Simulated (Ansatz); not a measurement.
# Al2H3I (SMILES [AlH2][AlH][I]): single points off equilibrium

One table from this session's results is given with a row withheld; the runs are named, their logs left out.

Computed with Ansatz 0.2.0, Gaussian basis. Level: single points in def2-TZVPP.

Cores are frozen in the correlated methods. Filled d shells of the heavier atoms are correlated. Core potentials replace the inner electrons past krypton, and spin-orbit coupling is left out. B3LYP uses VWN-RPA correlation.

**The system as given**

SMILES `[AlH2][AlH][I]`, 6 atoms, charge 0, spin multiplicity 1.

Atoms are counted from 1 here; the program's logs count them from 0.

Bond lengths: Al1–Al2 2.559 Å, Al1–H4 1.586 Å, Al1–H5 1.519 Å, Al2–I3 2.524 Å, Al2–H6 1.549 Å. Angles: Al2–Al1–H4 103.8°, Al2–Al1–H5 137.8°, H4–Al1–H5 118.4°, Al1–Al2–I3 106.2°, Al1–Al2–H6 137.7°, I3–Al2–H6 116.1°.

Geometry (Å):

```xyz
6

Al   -0.9871    0.5950   -0.7495
Al    0.9795    0.0646    0.8000
I     1.2864   -2.4394    0.7146
H    -1.4139   -0.8233   -1.3177
H    -1.7581    1.8205   -1.2103
H     1.9282    0.8354    1.7508
```

Set-up of the first run:

Contents of run/in.yaml:

```yaml
crystal:
  periodic: [false, false, false]
  atoms:
    - {symbol: Al, position_ang: [-0.987100, 0.595000, -0.749500]}
    - {symbol: Al, position_ang: [0.979500, 0.064600, 0.800000]}
    - {symbol: I, position_ang: [1.286400, -2.439400, 0.714600]}
    - {symbol: H, position_ang: [-1.413900, -0.823300, -1.317700]}
    - {symbol: H, position_ang: [-1.758100, 1.820500, -1.210300]}
    - {symbol: H, position_ang: [1.928200, 0.835400, 1.750800]}
basis:
  gaussian: {orbitals: def2-TZVPP}
correlation: {method: ccsd_t}
output: {forces: true}
```

No record of the launch command was kept for these runs.

Among the steps run: CCSD(T)/def2-TZVPP; PBE0-D4/def2-TZVPP; wB97M-V/def2-TZVPP; r2SCAN-D4/def2-TZVPP; PBE-D4/def2-TZVPP; B3LYP-D4/def2-TZVPP; CAM-B3LYP-D4/def2-TZVPP.

One table of the session follows, with a row left open; its other results are not shown here.

| method | RMS force component (eV/Å) | angle to CCSD(T) forces (°) | dipole (D) |
| --- | --- | --- | --- |
| CCSD(T) | 0.384 | reference | 2.16 |
| PBE0-D4 | 0.403 | 4.9 | 2.10 |
| wB97M-V | ? | ? | ? |
| r2SCAN-D4 | 0.392 | 4.7 | 1.99 |
| PBE-D4 | 0.428 | 13.7 | 1.84 |
| B3LYP-D4 | 0.366 | 9.5 | 2.14 |
| CAM-B3LYP-D4 | 0.369 | 6.6 | 2.33 |

Estimate the missing values for wB97M-V.

**Answer.** RMS force component (eV/Å): 0.370; angle to CCSD(T) forces (°): 7.9; dipole (D): 2.36. In the column «RMS force component (eV/Å)» it lies between CAM-B3LYP-D4 (0.369) and CCSD(T) (0.384).
